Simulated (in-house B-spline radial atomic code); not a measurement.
# Sm²⁺: excited configurations

Wanted: excitation energies of Sm²⁺ as differences of total energies (ΔSCF).

Method: Dirac-Hartree-Fock, average of configuration, Fermi nucleus, basis-set limit. Code: in-house B-spline radial atomic code version 1.

**1. The atom as given**

```
element       : samarium (Z = 62)
charge        : +2
electrons     : 60
configuration : [Xe] 4f6
Hamiltonian   : Dirac-Coulomb
nucleus       : Fermi, rms radius 5.082 fm
```

The outer shells:

[Xe] 4f6
```
[Xe] core
4f [↑ ][↑ ][↑ ][↑ ][↑ ][↑ ][  ]
```

The boxes draw the filling by Hund's rule, which heavy ions in jj coupling don't follow; these runs average over all states of the configuration.

The run's settings:

```ini
Z = 62
electrons = 60.0
configuration = [Xe] 4f6
hamiltonian = dirac
method = hf
spin_polarised = False
nucleus = fermi
rms_radius = 5.0819
mass_number = 152
atomic_mass = 151.919738646
speed_of_light = 137.035999084
```

From the earlier run of the reference: total energy -10428.598184 hartree. Levels, eight at most:

```
orbital  occupation  energy (eV)  <r> (bohr)
  4p3/2           4      -284.94      0.6217
  4d3/2           4      -164.23      0.6670
  4d5/2           6      -159.21      0.6773
  5s1/2           2      -66.557       1.436
  5p1/2           2      -44.710       1.605
  5p3/2           4      -40.918       1.692
  4f5/2     2.57143      -24.547      0.9407
  4f7/2     3.42857      -24.006      0.9532
```

**2. Run with [Xe] 4f5 8f1**

The run's settings:

```ini
Z = 62
electrons = 60.0
configuration = [Xe] 4f5 8f1
hamiltonian = dirac
method = hf
spin_polarised = False
nucleus = fermi
rms_radius = 5.0819
mass_number = 152
atomic_mass = 151.919738646
speed_of_light = 137.035999084
```

**3. [Xe] 4f5 5d1**

Changes to the settings of step 2:

```diff
@@ -2,3 +2,3 @@
 electrons = 60.0
-configuration = [Xe] 4f5 8f1
+configuration = [Xe] 4f5 5d1
 hamiltonian = dirac
```

**4. [Xe] 4f5 8s1**

Changes to the settings of step 3:

```diff
@@ -2,3 +2,3 @@
 electrons = 60.0
-configuration = [Xe] 4f5 5d1
+configuration = [Xe] 4f5 8s1
 hamiltonian = dirac
```

**5. Run with [Xe] 4f5 9p1**

Changes to the settings of step 4:

```diff
@@ -2,3 +2,3 @@
 electrons = 60.0
-configuration = [Xe] 4f5 8s1
+configuration = [Xe] 4f5 9p1
 hamiltonian = dirac
```

**6. Run with [Kr] 4d10 4f6 5s2 5p5 7d1**

Changes to the settings of step 5:

```diff
@@ -2,3 +2,3 @@
 electrons = 60.0
-configuration = [Xe] 4f5 9p1
+configuration = [Kr] 4d10 4f6 5s2 5p5 7d1
 hamiltonian = dirac
```

**7. Configuration [Xe] 4f5 7f1**

Changes to the settings of step 6:

```diff
@@ -2,3 +2,3 @@
 electrons = 60.0
-configuration = [Kr] 4d10 4f6 5s2 5p5 7d1
+configuration = [Xe] 4f5 7f1
 hamiltonian = dirac
```

How far above the reference does each configuration lie (order and size, in eV)?

As calculated:

| net move | configuration | energy above the reference (eV) | with Breit, QED, recoil (eV) | largest <r> (bohr) |
| --- | --- | --- | --- | --- |
| 4f → 5d | [Xe] 4f5 5d1 | 0.784 | 0.888 | 2.46 |
| 4f → 8s | [Xe] 4f5 8s1 | 13.946 | 14.063 | 11.0 |
| 4f → 7f | [Xe] 4f5 7f1 | 16.169 | 16.283 | 16.0 |
| 4f → 9p | [Xe] 4f5 9p1 | 16.201 | 16.315 | 18.1 |
| 4f → 8f | [Xe] 4f5 8f1 | 17.070 | 17.183 | 22.5 |
| 5p → 7d | [Kr] 4d10 4f6 5s2 5p5 7d1 | 35.846 | 35.794 | 10.5 |

Quantum defects of the promoted electron, δ = n − ζ/√(−2ε) with ζ = 3 and ε its orbital energy in hartree:

| promotion | δ |
| --- | --- |
| 4f → 8s | 3.332 |
| 4f → 7f | 0.997 |
| 4f → 9p | 2.968 |
| 4f → 8f | 0.997 |
| 5p → 7d | 2.240 |

The energies run from 0.784 eV (4f → 5d) to 35.846 eV (5p → 7d). 1 of them lies more than 2 % above the ionisation threshold that Koopmans' theorem gives (24.006 eV), where such states can decay by emitting an electron. Of those tabulated, the defect is largest for 8s (3.33) and least for 7f (1.00): low angular momentum penetrates the core, high angular momentum stays outside it. Two partly filled shells share a symmetry and can mix in the average, which may lower the energy, for: 4f → 7f; 4f → 8f. These are averages over configurations, without correlation, not spectroscopic levels.
